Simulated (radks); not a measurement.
**Fe²⁺ in [Ar] 3d6: an all-electron calculation**

The task here is to estimate one member of a computed series from the others.

The numbers are computed with radks (a radial shooting solver on a logarithmic mesh, Libxc functionals) version 1 (non-relativistic Kohn-Sham, LDA (Slater exchange, Perdew-Wang correlation), spin-polarised, spherical densities, point nucleus; open shells are filled with parallel spins first), except any that are marked as measured or tabulated.

## The system

- element: iron (Z = 26)
- charge: +2
- electrons: 24
- configuration: [Ar] 3d6

The outer shells:

Fe²⁺
```
[Ar] core
3d [↑↓][↑ ][↑ ][↑ ][↑ ]
```

The first run:

Input:

```text
Z 26
configuration [Ar] 3d6 4s0 4p0
relativity non-relativistic
functional lda,pw
spin polarised
nucleus point
```

Among the steps run: Self-consistent calculation.

One table of the session follows, with a row left open; its other results are not shown here.

It belongs to the step «Radial structure». Radial moments (bohr):

| level | <r> | outermost maximum (interpolated) | 90 % within | nodes |
| --- | --- | --- | --- | --- |
| 1s up | 0.05924 | 0.0390 | 0.106 | 0 |
| 1s down | 0.05924 | 0.0390 | 0.106 | 0 |
| 2s up | 0.2709 | 0.226 | 0.419 | 1 |
| 2s down | 0.2705 | 0.226 | 0.419 | 1 |
| 2p up | 0.2372 | 0.181 | 0.388 | 0 |
| 2p down | ? | ? | ? | ? |
| 3s up | 0.8208 | 0.709 | 1.23 | 2 |
| 3s down | 0.8242 | 0.710 | 1.24 | 2 |
| 3p up | 0.8605 | 0.716 | 1.33 | 1 |
| 3p down | 0.8665 | 0.717 | 1.34 | 1 |
| 3d up | 1.058 | 0.703 | 1.82 | 0 |
| 3d down | 1.108 | 0.712 | 1.93 | 0 |
| 4s up | 2.463 | 2.15 | 3.61 | 3 |
| 4s down | 2.551 | 2.22 | 3.75 | 3 |
| 4p up | 2.905 | 2.51 | 4.31 | 2 |
| 4p down | 3.039 | 2.62 | 4.51 | 2 |

Estimate the missing values for 2p down.

**Answer.** <r>: 0.2368; outermost maximum (interpolated): 0.181; 90 % within: 0.388; nodes: 0. In the column «<r>» it lies between 1s down (0.05924) and 2p up (0.2372).

Caveats from the session: Open shells are spherical and high-spin; term and fine-structure splittings are not resolved.
